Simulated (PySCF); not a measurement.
# C4H7FOS2: circular dichroism and optical rotation

Wanted: circular dichroism and optical rotation for C4H7FOS2 (`CS[C@@H]1C[S@@](=O)[C@@H]1F`).

Computed with PySCF 2.14.0 and routines of our own; the level stands in each step. Atoms count from 0.

## Step 1: The system as given

15 atoms, charge 0, multiplicity 1; geometry from: GFN2-xTB.

## Step 2: Geometry optimisation at PBE0-D3(BJ)/def2-SVP

What the job is given:

```
{"job": {"xc": "PBE0", "basis": "def2-SVP", "d3": "d3bj", "grid": 1, "kind": "geom"}, "charge": 0, "multiplicity": 1}
C     -2.535206     0.233301     0.199213
S     -1.166667    -0.747678     0.870737
C      0.131661    -0.366776    -0.363182
C      1.359943    -1.216991    -0.069345
S      2.094300     0.119749     1.015814
O      3.422656     0.456605     0.531813
C      0.828057     0.964400    -0.099013
F      0.084664     1.957091     0.457820
H     -2.282439     1.288008     0.233718
H     -3.391691     0.035332     0.835254
H     -2.745442    -0.087484    -0.817648
H     -0.312101    -0.477051    -1.355738
H      1.167381    -2.152382     0.446339
H      1.998263    -1.374037    -0.934911
H      1.342207     1.375902    -0.972783
```

Command:

```bash
$ OMP_NUM_THREADS=2 python excited_run.py task.json out
```

This one command runs all jobs of the session in turn.

Standard output:

```text
step   0  E = -1126.88174710  max force = 0.047081
step   1  E = -1126.88639289  max force = 0.005740
step   2  E = -1126.88655623  max force = 0.002055
step   3  E = -1126.88658632  max force = 0.001067
step   4  E = -1126.88660035  max force = 0.000854
step   5  E = -1126.88660954  max force = 0.000678
step   6  E = -1126.88661669  max force = 0.000499
step   7  E = -1126.88662187  max force = 0.000513
step   8  E = -1126.88662978  max force = 0.000491
step   9  E = -1126.88664088  max force = 0.000433
optimisation converged
```

Run time: 70 s. Hardware: 2 threads of Arm Neoverse V2, shared host; peak memory 0.74 GiB.

Step by step:

```csv
step,energy from step 0 (eV),largest force component (eV/Å)
0,0.0000,2.4210
1,-0.1264,0.2952
2,-0.1309,0.1057
3,-0.1317,0.0549
4,-0.1321,0.0439
5,-0.1323,0.0349
6,-0.1325,0.0257
7,-0.1326,0.0264
8,-0.1329,0.0252
9,-0.1332,0.0223
```

Distances of close pairs at the start and the end, largest changes first:

```csv
bond,before (Å),after (Å),change (Å)
S4–O5,1.453,1.493,+0.039
S1–C2,1.831,1.814,-0.017
C0–H10,1.087,1.100,+0.014
C0–H9,1.085,1.099,+0.014
C3–H13,1.087,1.100,+0.013
C6–F7,1.359,1.346,-0.013
C3–H12,1.085,1.098,+0.012
C0–H8,1.085,1.097,+0.012
```

The final coordinates are the input of the step that follows.

```csv
at the end point,value
point group (found at 0.08 Å tolerance),C1
"rotational constants (GHz, main isotopes)","2.853, 1.009, 0.852"
dipole moment (D),4.24
```

## Step 3: Circular dichroism and optical rotation: TDDFT wB97X-D/def2-SVPD

What the job is given:

```
{"job": {"kind": "ecd", "xc": "wB97X-D", "basis": "def2-SVPD", "nstates": 12}, "charge": 0, "multiplicity": 1}
C     -2.520302     0.094651     0.299805
S     -1.083566    -0.810330     0.911825
C      0.123000    -0.427855    -0.387669
C      1.439187    -1.113998    -0.031427
S      1.977669     0.349482     0.996650
O      3.350161     0.795988     0.616531
C      0.718634     0.969992    -0.246608
F     -0.088923     1.982299     0.121553
H     -2.327877     1.174151     0.269482
H     -3.337580    -0.107169     1.005684
H     -2.817345    -0.268519    -0.695611
H     -0.301022    -0.667313    -1.376189
H      1.393809    -2.075351     0.496759
H      2.146285    -1.159227    -0.873254
H      1.327118     1.265417    -1.120652
```

Method: TDDFT wB97X-D/def2-SVPD circular dichroism and optical rotation, one conformer, gas phase.

Standard output:

```text
coarse grid: 14104 points
cycle   1  E = -1127.0787754106  dE =  1.498e+00  |g| = 1.018e+00  |ddm| = 5.562e+00
cycle   2  E = -1126.5609874018  dE =  5.178e-01  |g| = 1.932e+00  |ddm| = 4.824e+00
cycle   3  E = -1127.3049310464  dE = -7.439e-01  |g| = 1.409e-01  |ddm| = 3.192e+00
cycle   4  E = -1127.3075399230  dE = -2.609e-03  |g| = 9.944e-02  |ddm| = 3.606e-01
cycle   5  E = -1127.3093187443  dE = -1.779e-03  |g| = 1.325e-02  |ddm| = 1.100e-01
cycle   6  E = -1127.3093646930  dE = -4.595e-05  |g| = 4.181e-03  |ddm| = 4.240e-02
cycle   7  E = -1127.3093706322  dE = -5.939e-06  |g| = 1.363e-03  |ddm| = 1.602e-02
final grid: 128744 points
cycle   8  E = -1127.4360206222  dE = -1.174e-04  |g| = 6.883e-03  |ddm| = 1.684e-01
cycle   9  E = -1127.4360213123  dE = -6.901e-07  |g| = 7.479e-03  |ddm| = 2.433e-02
cycle  10  E = -1127.4360304833  dE = -9.171e-06  |g| = 7.566e-04  |ddm| = 8.855e-03
cycle  11  E = -1127.4360305882  dE = -1.049e-07  |g| = 5.822e-04  |ddm| = 2.505e-03
cycle  12  E = -1127.4360306612  dE = -7.302e-08  |g| = 1.811e-04  |ddm| = 1.152e-03
cycle  13  E = -1127.4360306691  dE = -7.855e-09  |g| = 4.740e-05  |ddm| = 3.667e-04
cycle  14  E = -1127.4360306700  dE = -9.049e-10  |g| = 1.373e-05  |ddm| = 1.492e-04
converged SCF energy = -1127.4360306700

Singlet excitations and rotatory strengths (1e-40 esu^2 cm^2)
state   eV       nm     f(len)   f(vel)    R(len)    R(vel)   main configurations
  1   5.3003   233.9  0.01811  0.02152    20.218    21.658   H->L 0.65, H-1->L 0.15
  2   5.5026   225.3  0.00248  0.00295    -1.322    -2.339   H->L+2 0.30, H->L+1 0.28, H-1->L 0.11
  3   5.7989   213.8  0.00966  0.01328    -1.625    -3.449   H->L+1 0.38, H->L+2 0.17, H-1->L+1 0.16
  4   6.4752   191.5  0.02228  0.02101   -24.058   -24.152   H-1->L+1 0.29, H->L+3 0.25, H->L+2 0.12
  5   6.5317   189.8  0.00806  0.00908     1.279     1.574   H-1->L 0.44, H-1->L+2 0.18, H->L 0.18
  6   6.7753   183.0  0.00215  0.00333     2.564     4.441   H-2->L 0.28, H->L+5 0.12, H-2->L+1 0.10
  7   6.7998   182.3  0.00065  0.00057    -0.497    -2.213   H-2->L+1 0.44, H->L+3 0.17
  8   6.9037   179.6  0.00209  0.00206    -2.716    -0.698   H->L+3 0.22, H->L+4 0.18, H-2->L+1 0.12
  9   6.9894   177.4  0.09329  0.09223    -5.717    -5.685   H-2->L 0.25, H->L+4 0.20, H->L+5 0.19
 10   7.0492   175.9  0.00245  0.00252    -2.656    -0.343   H-1->L+3 0.23, H->L+4 0.18, H->L+3 0.09
 11   7.2450   171.1  0.02440  0.02519    39.009    39.919   H->L+5 0.25, H-1->L+5 0.24, H-1->L+2 0.08
 12   7.4264   167.0  0.04232  0.04377   -70.529   -72.771   H->L+6 0.44, H-1->L+3 0.10, H-1->L+4 0.08

Specific rotation (deg / (dm g/mL))
    nm     length   length(OI)   velocity    alpha(len)  alpha(vel)
  633.0     102.23     103.12     101.92       93.395     94.230
  589.3     120.94     122.01     120.61       93.752     94.597
  546.0     145.48     146.78     145.13       94.202     95.059
  436.0     263.26     265.76     263.11       96.091     97.001
  405.0     327.73     330.90     327.82       96.967     97.904
  365.0     462.25     466.78     463.07       98.521     99.509
  355.0     511.57     516.58     512.74       99.016    100.020
```

It took 2.5 min on 2 threads of Arm Neoverse V2, shared host; peak memory 1.1 GiB.

The fields below are evaluated on a grid from the run's orbitals.

Frontier orbitals at wB97X-D/def2-SVPD, with the share of their density that lies nearest to each atom:

```csv
orbital,energy (eV),lies on
HOMO,-8.58,S1 41 %; O5 22 %; S4 13 %
LUMO,1.39,S4 30 %; H12 14 %; O5 9 %
```

ELF in a plane through or near 5 of the atoms.

Ten even steps from ' ' (0.00) to '@' (1.00):
```
                                                        
                                                        
                                                        
                          ....                          
            ....        ..====--..                      
        ::==**++::      ..**##**::    ::::              
      ..==##%%##==----..  --##**..  ==%%##..            
      ::**%%++##**++####--..::..    ##@@##..            
      ::**%%**##==++::##==..  ......==**++====::        
      ::++####**--++..==..  --****====++%%@@@@%%::      
        --==----++**##==  ..****==####**@@@@@@@@++      
                --####==....**::**::##++%%@@@@@@--      
                ..++##**::  ++..--==**....**##==        
                --%%@@@@==  **@@@@@@##..                
                ++@@@@@@**  ++%%@@@@##::                
                ==@@@@@@==  ::**%%##++..                
                  ==##++      ::--::                    
                                                        
                                                        
                                                        
```
The map spans 11.9 Å across and 9.2 Å up, centred on the molecule. Atoms in the plane (x, y in Å): S1 (1.1, -0.9), S4 (-1.9, 0.5), O5 (-3.3, 1.0), H9 (3.4, -0.3), H12 (-1.5, -2.0).

On the surface of density 0.002 e/bohr³ the electrostatic potential runs, from the 1st to the 99th percentile, from -1.91 V near O5 to 1.44 V near H11.

## Step 4: Results

| quantity | value |
| --- | --- |
| point group | C1 |
| rotational constants (main isotopes) | 2.85, 1.01, 0.85 GHz |
| state of largest rotatory strength (velocity form) among 12 (step 3, TDDFT wB97X-D/def2-SVPD) | 7.43 eV, R = -72.8 (velocity), -70.5 (length) ·10⁻⁴⁰ esu² cm² |
| specific rotation at 633.0 nm (step 3, TDDFT wB97X-D/def2-SVPD) | 101.9 (velocity), 102.2 (length) |
| surface potential, 1st and 99th percentile | -1.91 V and 1.44 V |

In words: Over 9 steps the energy fell by 0.133 eV; of the close pairs, S4–O5 changed most, 1.453 to 1.493 Å. Rotations belong to one conformer.
